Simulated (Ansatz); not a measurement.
# C2H9FN2Si: a ladder of functionals and wavefunction methods

An exercise on one series of results from a longer session: the logs are not shown, and one member is left open.

Computed with Ansatz 0.2.0, Gaussian basis. Level: functionals in def2-TZVPP, the program's frozen cores in correlated methods.

Levels to be run: PBE-D4, r2SCAN-D4, PBE0-D4, B3LYP-D4, ωB97X-V, ωB97M-V, B2PLYP; CCSD(T)/def2-TZVPP; MP2/def2-QZVPP; extrapolation to the limit.

### The relaxed structure

All runs share one geometry, relaxed beforehand with PBE0-D4 in a triple-zeta def2 set.

SMILES `CN(C)[SiH](N)F`, 15 atoms, charge 0, spin multiplicity 1.

Atoms are counted from 1 here; the program's logs count them from 0.

Bond lengths: C1–N2 1.444 Å, C1–H7 1.091 Å, C1–H8 1.098 Å, C1–H9 1.099 Å, N2–C3 1.444 Å, N2–Si4 1.703 Å, C3–H10 1.098 Å, C3–H11 1.090 Å, C3–H12 1.099 Å, Si4–N5 1.695 Å, Si4–F6 1.605 Å, Si4–H13 1.484 Å, N5–H14 1.007 Å, N5–H15 1.006 Å. Angles: N2–C1–H7 110.5°, N2–C1–H8 110.7°, N2–C1–H9 111.9°, H7–C1–H8 108.0°, H7–C1–H9 108.2°, H8–C1–H9 107.4°, C1–N2–C3 113.3°, C1–N2–Si4 121.9°, C3–N2–Si4 123.0°, N2–C3–H10 110.5°, N2–C3–H11 110.7°, N2–C3–H12 111.8°, H10–C3–H11 107.8°, H10–C3–H12 107.4°, H11–C3–H12 108.4°, N2–Si4–N5 109.0°, N2–Si4–F6 104.6°, N2–Si4–H13 118.0° and more.

Set-up of the first run:

in.yaml

```yaml
crystal:
  periodic: [false, false, false]
  atoms:
    - {symbol: C, position_ang: [-0.664242, 1.271149, 0.612443]}
    - {symbol: N, position_ang: [-0.450173, 0.034895, -0.101874]}
    - {symbol: C, position_ang: [-1.638198, -0.457493, -0.758635]}
    - {symbol: Si, position_ang: [1.112560, -0.539849, -0.457195]}
    - {symbol: N, position_ang: [2.084245, -0.387335, 0.923448]}
    - {symbol: F, position_ang: [0.883755, -2.041363, -0.974467]}
    - {symbol: H, position_ang: [0.259599, 1.602570, 1.088437]}
    - {symbol: H, position_ang: [-1.421474, 1.141083, 1.396599]}
    - {symbol: H, position_ang: [-1.015140, 2.072980, -0.052852]}
    - {symbol: H, position_ang: [-2.434145, -0.643725, -0.026272]}
    - {symbol: H, position_ang: [-1.432779, -1.395347, -1.274071]}
    - {symbol: H, position_ang: [-2.028144, 0.262519, -1.492317]}
    - {symbol: H, position_ang: [1.863881, 0.120051, -1.554080]}
    - {symbol: H, position_ang: [1.795823, -0.728998, 1.825313]}
    - {symbol: H, position_ang: [3.084453, -0.311155, 0.845535]}
basis:
  gaussian: {orbitals: def2-TZVPP}
hamiltonian: {xc: pbe, dispersion: d4}
output: {forces: true, orbitals: {seedname: orbitals}}
```

Launch:

```console
> ansatz run in.yaml --threads 2 --pin off --events-out ev --progress --plain --max-ram 22528MiB --backend cuda --devices 0, --max-vram 18GiB
```

Among the steps run: PBE-D4 (GGA); r2SCAN-D4 (meta-GGA); PBE0-D4 (hybrid); B3LYP-D4 (hybrid); ωB97X-V (range-separated); ωB97M-V (range-separated); B2PLYP (double hybrid); CCSD(T) in def2-TZVPP; MP2 in def2-QZVPP.

One of the session's tables, all rows but one given; the rest of the session is left out.

```
            method  atomisation energy (kcal/mol)
            PBE-D4                         1376.7
         r2SCAN-D4                         1352.2
           PBE0-D4                         1353.9
          B3LYP-D4                         1359.4
           ωB97X-V                         1361.7
           ωB97M-V                              ?
            B2PLYP                         1343.1
     HF/def2-TZVPP                          977.9
    MP2/def2-TZVPP                         1337.2
   CCSD/def2-TZVPP                         1301.4
CCSD(T)/def2-TZVPP                         1319.2
           MP2/CBS                         1375.7
       CCSD(T)/CBS                         1357.7
```

Q: Estimate the row for ωB97M-V from the others.

The run gave: atomisation energy (kcal/mol): 1361.6. In the column «atomisation energy (kcal/mol)» it lies between B3LYP-D4 (1359.4) and ωB97X-V (1361.7).

To keep in mind: Free atoms (2 C, 2 N, 1 Si, 1 F, 9 H) were run apart at each level; the atomisation energy is their sum less the molecule, without zero-point or spin-orbit terms.
